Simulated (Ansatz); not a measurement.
# AlH6O3: the cost of one run

Computed with Ansatz 0.2.0 (the levels named in each step, unless a step's input says otherwise).

### 1 The starting structure

Bond lengths: O1–Al4 2.062 Å, O3–Al4 1.701 Å, O1–H5 0.963 Å, O1–H6 0.988 Å, O2–H7 0.980 Å, O2–H8 0.960 Å, O3–H9 0.951 Å, Al4–H10 1.606 Å. Angles: O1–Al4–O3 98.1°, O1–Al4–H10 87.7°, O3–Al4–H10 111.5°, Al4–O1–H5 131.2°, Al4–O1–H6 109.0°, H5–O1–H6 110.1°, Al4–O3–H9 158.2°, H7–O2–H8 106.1°.

Coordinates:

```xyz
10

O    -0.2826   -0.5142   -1.3678
O     0.4698   -2.0256    0.6751
O     0.5776    0.7455    1.0423
Al   -0.5250    1.1578   -0.1854
H     0.0661   -0.6145   -2.2597
H     0.0101   -1.2686   -0.8014
H     0.5840   -1.0953    0.9601
H    -0.2353   -2.3852    1.2178
H     1.3044    0.8481    1.6474
H     0.1837    2.0055   -1.3507
```

### 2 A rough first relaxation, PBE-D4/def2-SVP

Contents of input.yaml:

```yaml
crystal:
  periodic: [false, false, false]
  atoms:
    - { symbol: O, position_ang: [-0.28263, -0.51421, -1.36784] }
    - { symbol: O, position_ang: [0.46982, -2.02563, 0.67512] }
    - { symbol: O, position_ang: [0.57757, 0.74553, 1.04233] }
    - { symbol: Al, position_ang: [-0.52495, 1.15775, -0.1854] }
    - { symbol: H, position_ang: [0.06609, -0.61451, -2.25973] }
    - { symbol: H, position_ang: [0.01013, -1.26863, -0.80141] }
    - { symbol: H, position_ang: [0.58398, -1.09529, 0.96012] }
    - { symbol: H, position_ang: [-0.23526, -2.38519, 1.21779] }
    - { symbol: H, position_ang: [1.30441, 0.84807, 1.64735] }
    - { symbol: H, position_ang: [0.18372, 2.0055, -1.3507] }
magnetization:
  spin_polarized: true
  initial_magnetization: 1
basis:
  gaussian: { orbitals: def2-SVP }
hamiltonian:
  xc: pbe
  dispersion: d4
relax:
  f_tol: 0.03
  max_steps: 200
```

On the command line:

```sh
$ ansatz run input.yaml --threads 4 --pin off --max-ram 10240MiB --backend cpu --events-out ev --progress --plain --runs-dir out
```

Q: Estimate wall time and peak memory on 4 threads of Arm Neoverse N1, shared host.

About 33 s, with a peak of 0.15 GiB.
